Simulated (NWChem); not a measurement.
# C3H6OSi (SMILES COC#C[SiH3]) at 4 levels

We compute a comparison of 4 runs (HF/STO-3G, HF/3-21G, B3LYP/6-31G*) of C3H6OSi. 

Program for the calculation: NWChem 7.3.0.

## (1) The molecule

C3H6OSi has 11 atoms, charge 0, and is taken as a singlet. SMILES: `COC#C[SiH3]`. The shape is that of a PBE0-D4/def2-TZVP optimisation.

Bond lengths: C1–O2 1.436 Å, O2–C3 1.285 Å, C3–C4 1.211 Å, C4–Si5 1.806 Å, C1–H6 1.091 Å, C1–H7 1.087 Å, C1–H8 1.091 Å, Si5–H9 1.486 Å, Si5–H10 1.486 Å, Si5–H11 1.486 Å. Some angles: C1–O2–C3 115.1°, O2–C3–C4 178.6°, C3–C4–Si5 179.6°, O2–C1–H6 109.9°, O2–C1–H7 105.9°, O2–C1–H8 109.9°, C4–Si5–H9 109.5°, C4–Si5–H10 110.6°, C4–Si5–H11 110.6°, H6–C1–H7 110.5°.

## (2) Energy and gradient at HF/STO-3G (run 1)

job.nw reads:

```
START job
TITLE "C3H6OSi gradient"
memory total 2200 mb

GEOMETRY units angstrom noautosym nocenter noautoz
  C        0.156700      -1.867100       1.686800
  O        1.004100      -1.449800       0.605300
  C        0.585100      -0.428200      -0.051700
  C        0.214900       0.532500      -0.688400
  Si      -0.325700       1.966400      -1.644600
  H        0.060000      -1.059800       2.414600
  H        0.647500      -2.727300       2.135700
  H       -0.825500      -2.146000       1.301600
  H       -1.608400       2.474500      -1.093200
  H        0.687200       3.051000      -1.576300
  H       -0.530600       1.597000      -3.068900
END

BASIS spherical bse
  * library STO-3G
END

SCF
  thresh 1e-08
  maxiter 80
END

TASK scf gradient
```

Run with:

```sh
nwchem job.nw > job.out
```

What it wrote:

```text
[...]
  functions       =    35
[...]
  wavefunction    = RHF
[...]
         Total SCF energy =   -475.067474377855
      One-electron energy =  -1037.494489289389
      Two-electron energy =    370.738805559899
 Nuclear repulsion energy =    191.688209351634
        Time for solution =      2.4s
[...]
                         RHF ENERGY GRADIENTS
    atom               coordinates                        gradient
                 x          y          z           x          y          z
   1 C       0.296120  -3.528307   3.187590    0.000738  -0.006233   0.005523
   2 O       1.897474  -2.739725   1.143851   -0.040847   0.068791  -0.034162
   3 C       1.105679  -0.809181  -0.097699    0.062245  -0.142919   0.089031
   4 C       0.406102   1.006279  -1.300887   -0.028905   0.071420  -0.046299
   5 Si     -0.615484   3.715957  -3.107843    0.010035  -0.025447   0.016664
   6 H       0.113384  -2.002732   4.562932    0.003052   0.001068  -0.004618
   7 H       1.223598  -5.153850   4.035888    0.001045   0.003090  -0.003845
   8 H      -1.559969  -4.055352   2.459667    0.003733   0.001906  -0.003728
   9 H      -3.039435   4.676127  -2.065848   -0.027982   0.011488   0.011632
  10 H       1.298620   5.765554  -2.978775    0.021544   0.024059   0.000959
  11 H      -1.002689   3.017892  -5.799380   -0.004655  -0.007223  -0.031156
[...]
```

Run time: 3.6 s. Hardware: 1 thread of Intel Xeon Platinum 8488C (Sapphire Rapids), shared host; peak memory 0.099 GiB.

## (3) Energy and forces at HF/3-21G (run 2)

m1.xyz reads:

```xyz
11

C      0.156700    -1.867100     1.686800
O      1.004100    -1.449800     0.605300
C      0.585100    -0.428200    -0.051700
C      0.214900     0.532500    -0.688400
Si    -0.325700     1.966400    -1.644600
H      0.060000    -1.059800     2.414600
H      0.647500    -2.727300     2.135700
H     -0.825500    -2.146000     1.301600
H     -1.608400     2.474500    -1.093200
H      0.687200     3.051000    -1.576300
H     -0.530600     1.597000    -3.068900
```

run.py reads:

```python
from ase.io import read
from ase.calculators.nwchem import NWChem

mol = read('m1.xyz')

calc = NWChem(
    label='m1',
    theory='scf',
    memory='2200 mb',
    basis='3-21G',
    basispar='spherical bse',
    scf={'nopen': '0', 'rhf': None, 'thresh': '1e-08', 'maxiter': '80'},
)
mol.calc = calc

forces = mol.get_forces()
e = mol.get_potential_energy()
print(f"E = {e:.6f} eV")
print("forces (eV/A):")
for s, f in zip(mol.symbols, forces):
    print(f"{s:2s} {f[0]:10.5f} {f[1]:10.5f} {f[2]:10.5f}")
print("dipole (e A):", mol.get_dipole_moment().round(4))
```

Run with:

```sh
export ASE_NWCHEM_COMMAND="nwchem PREFIX.nwi > PREFIX.nwo"
python run.py
```

What it wrote:

```text
E = -13012.764477 eV
forces (eV/A):
C    -0.62185   -0.79740    1.26776
O     0.49586   -0.41719    0.01028
C    -0.46650    2.59789   -2.15325
C     0.78974   -2.24879    1.55649
Si   -0.25721    0.66257   -0.44002
H    -0.01568   -0.31902   -0.23166
H    -0.20898    0.33661   -0.16224
H     0.32746    0.10187    0.19823
H    -0.02396    0.03605   -0.01548
H    -0.00550    0.02823   -0.01028
H    -0.01342    0.01918   -0.01980
dipole (e A): [-0.2693 -0.2718  0.4794]
```

The calculator wrote m1.nwi:

```
title "m1"

permanent_dir m1

scratch_dir m1

start m1

geometry units angstrom nocenter noautosym noautoz
  C  1.5670000000000001e-01 -1.8671000000000000e+00 1.6868000000000001e+00
  O  1.0041000000000000e+00 -1.4498000000000000e+00 6.0529999999999995e-01
  C  5.8509999999999995e-01 -4.2820000000000003e-01 -5.1700000000000003e-02
  C  2.1490000000000001e-01 5.3249999999999997e-01 -6.8840000000000001e-01
  Si -3.2569999999999999e-01 1.9663999999999999e+00 -1.6446000000000001e+00
  H  5.9999999999999998e-02 -1.0598000000000001e+00 2.4146000000000001e+00
  H  6.4749999999999996e-01 -2.7273000000000001e+00 2.1356999999999999e+00
  H  -8.2550000000000001e-01 -2.1459999999999999e+00 1.3016000000000001e+00
  H  -1.6084000000000001e+00 2.4744999999999999e+00 -1.0931999999999999e+00
  H  6.8720000000000003e-01 3.0510000000000002e+00 -1.5763000000000000e+00
  H  -5.3059999999999996e-01 1.5970000000000000e+00 -3.0689000000000002e+00
end

memory 2200 mb

basis spherical bse noprint
   * library 3-21G
end

scf
  nopen 0
  rhf
  thresh 1e-08
  maxiter 80
end

task scf gradient
```

m1.nwo:

```text
Northwest Computational Chemistry Package (NWChem) 7.3.0
             --------------------------------------------------------

           Job information
           ---------------

    nwchem branch   = 7.3.0
    use scalapack   = T
    input           = m1.nwi
    prefix          = m1.
    data base       = m1/m1.db
    status          = startup
    nproc           =        1

           Memory information
           ------------------

    heap     =     72089596 doubles =      550.0 Mbytes
    stack    =     72089601 doubles =      550.0 Mbytes
    global   =    144179200 doubles =     1100.0 Mbytes (distinct from heap & stack)
    total    =    288358397 doubles =     2200.0 Mbytes
    verify   = yes
    hardfail = no

[... 139 lines left out ...]
 Convergence threshold     :          1.000E-08
[... 13 lines left out ...]
       Final RHF  results
[... 3 lines left out ...]
      One-electron energy =  -1037.856182827093
[... 1 line left out ...]
 Nuclear repulsion energy =    191.688209351634
[... 41 lines left out ...]
                       ROHF Final Molecular Orbital Analysis
[... 265 lines left out ...]
                         RHF ENERGY GRADIENTS

    atom               coordinates                        gradient
                 x          y          z           x          y          z
   1 C       0.296120  -3.528307   3.187590    0.012093   0.015507  -0.024654
   2 O       1.897474  -2.739725   1.143851   -0.009643   0.008113  -0.000200
   3 C       1.105679  -0.809181  -0.097699    0.009072  -0.050521   0.041874
[... 7 lines of this table left out ...]
  11 H      -1.002689   3.017892  -5.799380    0.000261  -0.000373   0.000385

                 ----------------------------------------
                 |  Time  |  1-e(secs)   |  2-e(secs)   |
                 ----------------------------------------
                 |  CPU   |       0.00   |       0.48   |
                 ----------------------------------------
                 |  WALL  |       0.00   |       0.48   |
                 ----------------------------------------

 Task  times  cpu:        3.5s     wall:        3.5s
 Total times  cpu:        3.6s     wall:        3.6s
```

Wall time 4.8 s (1 thread of Intel Xeon Platinum 8488C (Sapphire Rapids), shared host); peak memory 0.098 GiB.

Run 3 isn't shown in full; the table further down has it.

## (4) Energy and gradient at B3LYP/6-31G(d) (Cartesian functions) (run 4)

c3h6osi.nw reads:

```
start c3h6osi
title "C3H6OSi gradient"
memory stack 880 mb heap 220 mb global 1100 mb
geometry units angstroms noautosym nocenter noautoz
  C      0.156700    -1.867100     1.686800
  O      1.004100    -1.449800     0.605300
  C      0.585100    -0.428200    -0.051700
  C      0.214900     0.532500    -0.688400
  Si    -0.325700     1.966400    -1.644600
  H      0.060000    -1.059800     2.414600
  H      0.647500    -2.727300     2.135700
  H     -0.825500    -2.146000     1.301600
  H     -1.608400     2.474500    -1.093200
  H      0.687200     3.051000    -1.576300
  H     -0.530600     1.597000    -3.068900
end
basis
  * library 6-31G*
end
dft
  xc b3lyp
  mult 1
  grid fine
  convergence energy 1e-08
  iterations 100
  mulliken
  print medium
end
task dft gradient
```

Run with:

```sh
nwchem c3h6osi.nw > c3h6osi.out
```

What it wrote:

```text
[...]
          Wavefunction type:  closed shell.
          No. of atoms     :    11
          No. of electrons :    46
[...]
          Charge           :     0
          Spin multiplicity:     1
[...]
          AO basis - number of functions:    91
[...]
              XC Information
              --------------
                         B3LYP Method XC Potential
                     Hartree-Fock (Exact) Exchange  0.200
                        Slater Exchange Functional  0.800 local
                    Becke 1988 Exchange Functional  0.720 non-local
              Lee-Yang-Parr Correlation Functional  0.810
                  VWN I RPA Correlation Functional  0.190 local
[...]
 d= 0,ls=0.0,diis     1   -482.4788532333 -6.74D+02  1.28D-02  7.63D-01     2.2
[...]
 d= 0,ls=0.0,diis    11   -482.5573890507 -4.94D-09  3.80D-07  1.82D-09    20.1
         Total DFT energy =     -482.557389050694
      One electron energy =    -1042.160824614806
           Coulomb energy =      415.914779625338
    Exchange-Corr. energy =      -47.999553412861
 Nuclear repulsion energy =      191.688209351634
[...]
  wavefunction    = closed shell
                         DFT ENERGY GRADIENTS
    atom               coordinates                        gradient
                 x          y          z           x          y          z
   1 C       0.296120  -3.528307   3.187590    0.002135   0.001833  -0.003437
   2 O       1.897474  -2.739725   1.143851   -0.008330   0.010488  -0.003541
   3 C       1.105679  -0.809181  -0.097699   -0.000867   0.000055   0.000656
   4 C       0.406102   1.006279  -1.300887    0.004565  -0.011401   0.007383
   5 Si     -0.615484   3.715957  -3.107843   -0.000463   0.000777  -0.000342
   6 H       0.113384  -2.002732   4.562932    0.000536  -0.001145  -0.001709
   7 H       1.223598  -5.153850   4.035888   -0.000726   0.001556  -0.000938
   8 H      -1.559969  -4.055352   2.459667    0.001996   0.000645   0.000143
   9 H      -3.039435   4.676127  -2.065848    0.000700  -0.000925   0.000331
  10 H       1.298620   5.765554  -2.978775    0.000057  -0.001142   0.000520
  11 H      -1.002689   3.017892  -5.799380    0.000398  -0.000741   0.000934
[...]
```

Run time: 25 s. Hardware: 1 thread of Intel Xeon Platinum 8488C (Sapphire Rapids), shared host; peak memory 0.13 GiB.

## (5) The series

```csv
run,level,iteration cap,module,energy (Eh),dipole moment (D),HOMO energy (eV),LUMO energy (eV),wall time
1,HF/STO-3G,80,scf,-475.067474,1.57,-7.17,10.15,3.6 s
2,HF/3-21G,80,scf,-478.210278,2.95,-9.78,4.60,4.8 s
3,B3LYP/6-31G* (spherical functions),100,dft,-482.552390,2.78,-6.54,0.61,47 s
4,B3LYP/6-31G* (Cartesian functions),100,dft,-482.557389,2.78,-6.54,0.61,25 s
```

## (6) Results

| quantity | value |
| --- | --- |
| run 4: total energy | -482.55739 Eh |
| run 4: dipole moment | 2.78 D |
| run 4: HOMO energy | -6.54 eV |
| run 4: LUMO energy | 0.61 eV |
| run 4: HOMO–LUMO gap | 7.15 eV |
| run 4: largest force on an atom | 0.737 eV/Å |

The dipole moment (its size) runs from 1.57 D (HF/STO-3G) to 2.95 D (HF/3-21G). The HOMO–LUMO gap runs from 7.15 eV (B3LYP/6-31G*) to 17.32 eV (HF/STO-3G). The two ends differ in method and basis. In run 1 the basis is minimal, so the values are rough. All runs together took 81 s, the longest 47 s.
